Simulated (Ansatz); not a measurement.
# LaBi2ClO4 in Ansatz: the effect of target pressure

LaBi2ClO4:

```
Bi La Cl O
1.0
     3.98890    0.00000    0.00000
     0.00000    3.98890    0.00000
     0.00000    0.00000    9.33319
Bi La Cl O
2 1 1 4
Direct
  0.50000 0.50000 0.72162
  0.50000 0.50000 0.27838
  0.00000 0.00000 0.00000
  0.00000 0.00000 0.50000
  0.50000 0.00000 0.83834
  0.50000 0.00000 0.16166
  0.00000 0.50000 0.83834
  0.00000 0.50000 0.16166
```

The cell is a database's computed one.

Alike in all runs:

| Item | Value |
| --- | --- |
| Program | Ansatz 0.2.0 |
| Task | relaxation of cell and atoms |
| Functional | PBEsol |
| Potentials or basis | Ansatz PAW |
| Cutoff | 420 eV (not typed: the program's choice for these potentials) |
| k mesh | 7 × 7 × 3 |
| Occupations | fermi-dirac, width 0.05 eV |
| Spin | no spin polarisation |

Each run relaxes the cell or the atoms first.

Q: One run gave: relaxed volume 16.95 Å³/atom; gap on the mesh 1.18 eV. Which target pressure did it use?
A. 20 GPa
B. 30 GPa
C. 10 GPa
D. 2 GPa
E. 5 GPa

A: D.

```csv
target pressure,relaxed volume (Å³/atom),gap on the mesh (eV)
0 GPa,17.42,1.21
2 GPa,16.95,1.18
5 GPa,16.39,1.11
10 GPa,15.69,1.04
20 GPa,14.71,1.02
30 GPa,14.00,1.04
```

Caveats: odd divisions of the mesh miss points on the zone boundary, where band edges often lie, so the gap on the mesh can be too wide; the plane-wave basis is chosen anew once the cell has moved, so the energies of steps on either side of that aren't comparable; spin-orbit coupling is left out, which as a rule narrows the gap of such compounds by several tenths of an eV; the PAW data sets come from PBE, with cores solved anew for the run's functional, which leaves a small shift of forces and pressure; the volume moved by over 15 % at a fixed basis, so the end points are rough (some runs).

A k mesh can miss the band edges.
